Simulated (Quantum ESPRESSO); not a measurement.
CS2: single point with PBE

The system is CS2.

```
S C
1.0
     3.64579   -2.99431    0.00000
     3.64579    2.99431    0.00000
     0.00000    0.00000    9.85126
S C
4 2
Direct
  0.18152 0.81848 0.88687
  0.31848 0.68152 0.38687
  0.68152 0.31848 0.61313
  0.81848 0.18152 0.11313
  0.50000 0.50000 0.50000
  0.00000 0.00000 0.00000
```

The cell comes from a database or a generator and needn't be the stable form of this composition.

```json
{"Program": "Quantum ESPRESSO 7.5", "Task": "single point", "Functional": "PBE", "Potentials or basis": "SG15 PBE 1.2", "Cutoff": "1197 eV", "Density cutoff": "4789 eV", "k mesh": "4 × 4 × 2", "Occupations": "fermi-dirac, width 0.05 eV", "Spin": "no spin polarisation"}
```

```yaml
Pressure: 0.4 GPa
Largest_force: 0.256 eV/Å
Band_gap_on_the_k_mesh: 3.43 eV, direct
```

Forces in eV/Å, atoms in the order of the input:
```
S    0.000 -0.177 -0.184
S    0.000  0.177 -0.184
S    0.000 -0.177  0.184
S    0.000  0.177  0.184
C    0.000  0.000  0.000
C    0.000  0.000  0.000
```

Stress tensor (GPa, compression positive):
```
0.03 0.00 0.00
0.00 0.61 0.00
0.00 0.00 0.64
```

Levels at points of the mesh, in eV from the valence-band top:
```csv
k point,band 13,band 14,band 15,band 16,band 17,band 18,band 19,band 20
"(0.00, 0.00, 0.00)",-0.48,-0.37,-0.34,-0.19,3.48,3.57,3.79,4.01
"(0.00, 0.00, -0.50)",-0.42,-0.42,-0.26,-0.26,3.63,3.63,3.75,3.75
"(0.00, -0.50, 0.00)",-0.30,-0.30,-0.14,-0.14,3.56,3.56,3.71,3.71
"(0.00, -0.50, -0.50)",-0.35,-0.35,-0.10,-0.10,3.51,3.51,3.78,3.78
"(-0.50, -0.50, 0.00)",-0.57,-0.47,-0.27,0.00,3.43,3.48,4.11,4.16
"(-0.50, -0.50, -0.50)",-0.42,-0.42,-0.24,-0.24,3.76,3.76,3.82,3.82
```

It took 34 s on 4 MPI ranks on Arm Neoverse V2 (shared host), peak memory 0.6 GiB a rank.

A k mesh can miss the band edges. As with any semilocal functional, this PBE gap is likely too small.
